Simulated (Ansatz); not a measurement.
# AlNi: the cost of one run

Program: Ansatz 0.2.0. Level of theory: the levels named in each step. These are calculated values, not measurements.

**1. Starting point**

Bond lengths: Al1–Ni2 2.196 Å.

Structure file:

```xyz
2

Al    0.0000    0.0000    0.0000
Ni    0.0000    0.0000    2.1958
```

**2. A rough first relaxation, PBE-D4/def2-SVP**

This run stands in another session on the same molecule. It ended at:

```xyz
2

Al    0.0000    0.0000   -0.0379
Ni    0.0000    0.0000    2.2336
```

**3. Relaxation, PBE0-D4/def2-TZVPP**

This run stands in another session on the same molecule. It ended at:

```xyz
2

Al    0.0000    0.0000   -0.0952
Ni    0.0000    0.0000    2.2910
```

**4. Bond length 2.0999 Å, PBE0-D4/def2-QZVPP**

File input.yaml:

```yaml
crystal:
  periodic: [false, false, false]
  atoms:
    - { symbol: Al, position_ang: [0.0, 0.0, 0.0] }
    - { symbol: Ni, position_ang: [0.0, 0.0, 2.0999] }
magnetization:
  spin_polarized: true
  initial_magnetization: 1
basis:
  gaussian: { orbitals: def2-QZVPP.json }
hamiltonian:
  xc: pbe0
  dispersion: d4
```

Run with:

```console
$ ansatz run input.yaml --threads 4 --pin off --max-ram 10240MiB --backend cpu --events-out ev --progress --plain --runs-dir out
```

**Question.** How long does this run take on 4 threads of Arm Neoverse V2, shared host, and how much memory does it need?

About 8.3 s, with a peak of 0.62 GiB.
